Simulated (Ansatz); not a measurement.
# SbH+ (quartet): wave-function methods side by side at distance Sb1–H2 = 2.589 Å, def2-TZVPP

How much of the correlation energy of SbH+ (quartet) does each wave-function method recover here?

Computed with Ansatz 0.2.0, Gaussian basis. Level: def2-TZVPP, core rule «outside noble gas», up to 9 orbitals frozen.

Plan: UHF; CCSD(T) on ROHF; CCSD(T) on UHF; BCCD(T) on ROHF; CISD as a restricted active space (open shells left free, so some higher excitations enter); CCSDT(Q) on ROHF; CCSDT(Q) on UHF; CASSCF and MRCISD+Q, 5 electrons in 5 orbitals; CASSCF and NEVPT2, 5 electrons in 5 orbitals; Full CI.

17 further runs of the same task are left out: 15 that didn't finish, 2 set aside as unsound or not needed. Runs told in other sessions of the task aren't counted.

## 1. What is computed

The geometry derives from a PBE0/def2-TZVP stationary point (not a proven minimum). One bond is set to the value named and the two fragments are kept rigid. No spin-orbit coupling is included. Elements past krypton take def2 core potentials.

2 atoms, charge 1, spin multiplicity 4.

Atoms are counted from 1 here; the program's logs count them from 0.

No contacts short enough for the rule that draws bonds.

Coordinates:

```
Sb    0.00000    0.00000    0.00000
H     0.00000    0.00000    2.58900
```

## 2. UHF

in.yaml

```yaml
crystal:
  periodic: [false, false, false]
  atoms:
    - {symbol: Sb, position_ang: [0.000000, 0.000000, 0.000000]}
    - {symbol: H, position_ang: [0.000000, 0.000000, 2.589000]}
basis:
  gaussian: {orbitals: def2-TZVPP}
total_charge: 1
magnetization: {spin_polarized: true, initial_magnetization: 3}
hamiltonian: {xc: hf}
output: {orbitals: {seedname: orbitals}}
```

Run with:

```bash
ansatz run in.yaml --threads 1 --pin off --events-out ev --progress --plain --max-ram 2393MiB
```

After this run come: CCSD(T) on ROHF; CCSD(T) on UHF; BCCD(T) on ROHF; CISD as a restricted active space (open shells left free, so some higher excitations enter); CCSDT(Q) on ROHF; CCSDT(Q) on UHF; CASSCF and MRCISD+Q, 5 electrons in 5 orbitals; CASSCF and NEVPT2, 5 electrons in 5 orbitals; Full CI.

Before running them: what should the planned runs give, taken together? Wanted: FCI from the RHF energy; RMP2 from FCI; UMP2 from FCI; RCCSD from FCI; RCCSD(T) from FCI; UCCSD(T) from FCI; RCCSDT(Q) from FCI; UCCSDT(Q) from FCI; NEVPT2 valence from FCI.

**Answer**, as computed:

| quantity | value |
| --- | --- |
| FCI from the ROHF energy | -1.8487 eV |
| RMP2 from FCI | +432.4 meV |
| UMP2 from FCI | +415.5 meV |
| RCCSD from FCI | +60.2 meV |
| RCCSD(T) from FCI | +13.2 meV |
| UCCSD(T) from FCI | -8.3 meV |
| RCCSDT(Q) from FCI | -0.5 meV |
| UCCSDT(Q) from FCI | -22.1 meV |
| NEVPT2 valence from FCI | +328.6 meV |
| MRCISD+Q valence from FCI | +0.3 meV |
| levels within 1 kcal/mol (43 meV) | UCCSD, RCCSD(T), UCCSD(T), BCCD(T), RCCSDT, UCCSDT, RCCSDT(Q), UCCSDT(Q), MRCISD+Q valence |
| T1 diagnostic | 0.021 |
| effectively unpaired electrons | 3.02 |

RCCSD(T) misses by +13.2 meV, 0.7 % of the correlation energy. CCSD(T) misses by +13.2 meV on the restricted determinant and by -8.3 meV on the unrestricted one; the two need not hold the same state or core. UCCSD(T), UCCSDT, UCCSDT(Q) fall below full CI: unrestricted runs freeze a spin-polarised core, another one than full CI's, and coupled cluster isn't variational. One determinant dominates. Of the multireference levels listed MRCISD+Q valence comes nearest in total energy (+0.3 meV), which doesn't show that its space is the better one. These misses are within one basis, not against nature; the frozen cores of restricted and unrestricted runs differ, which can shift their rows.

Levels on UHF freeze UHF's core orbitals, full CI those of ROHF, so the U rows can settle a little off it for that reason alone.

With open shells the CI space here admits some higher excitations, so it is larger than plain CISD.
